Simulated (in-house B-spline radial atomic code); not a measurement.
# Gd³⁵⁺: Hartree-Fock with and without relativity

How do the shells of Gd³⁵⁺ move when the Schrödinger Hamiltonian gives way to Dirac's?

Method: Hartree-Fock averaged over the configuration, non-relativistic (point nucleus) and Dirac-Coulomb (finite nucleus); spherical all-electron atom at the radial basis limit. Code: in-house B-spline radial atomic code version 1.

**1. The system**

```
element       : gadolinium (Z = 64)
charge        : +35
electrons     : 29
configuration : [Ar] 3d10 4s1
nucleus       : point (non-relativistic run); Fermi, rms radius 5.157 fm (Dirac runs)
```

Outer shells as boxes (Hund's rule):

[Ar] 3d10 4s1
```
[Ar] core
3d [↑↓][↑↓][↑↓][↑↓][↑↓]
4s [↑ ]
```

The boxes draw the filling by Hund's rule, which heavy ions in jj coupling don't follow; these runs average over all states of the configuration.

**2. Non-relativistic run**

Settings, as recorded:

```ini
Z = 64
electrons = 29.0
configuration = [Ar] 3d10 4s1
hamiltonian = nr
method = hf
spin_polarised = False
```

**3. Dirac-Coulomb run**

Settings, as recorded:

```ini
Z = 64
electrons = 29.0
configuration = [Ar] 3d10 4s1
hamiltonian = dirac
method = hf
spin_polarised = False
nucleus = fermi
rms_radius = 5.1569
mass_number = 158
atomic_mass = 157.9241112
speed_of_light = 137.035999084
```

How much does each shell's level and mean radius change with the Dirac Hamiltonian, and the total energy?

**Answer**, as computed:

Levels and radii; the Dirac values are averaged over j with the occupations as weights.

| shell | ε non-rel. (eV) | ε Dirac (eV) | <r> non-rel. (bohr) | <r> Dirac (bohr) | change of <r> (%) |
| --- | --- | --- | --- | --- | --- |
| 1s | -48975.0 | -51988.1 | 0.02370 | 0.02190 | -7.59 |
| 2s | -9083.47 | -9872.45 | 0.1006 | 0.09246 | -8.08 |
| 2p | -8702.85 | -8964.64 | 0.08543 | 0.08187 | -4.17 |
| 3s | -3056.07 | -3255.85 | 0.2545 | 0.2391 | -6.06 |
| 3p | -2886.39 | -2964.38 | 0.2442 | 0.2366 | -3.12 |
| 3d | -2582.20 | -2578.81 | 0.2159 | 0.2146 | -0.59 |
| 4s | -1464.86 | -1532.63 | 0.5081 | 0.4847 | -4.59 |

**Reading.** The Dirac run lies -447.17 hartree (-4.4 %) from the non-relativistic one; the finite nucleus has a part in that. First-order perturbation theory (mass-velocity plus Darwin) gives -393.87 hartree, which is 88 % of the full shift. 2s shrinks most on the average over j, by -8.08 %. Spin-orbit coupling splits the 3d level by 33.251 eV and the 2p level by 701.06 eV. Breit terms add 9.85 hartree and QED terms 6.83 hartree.
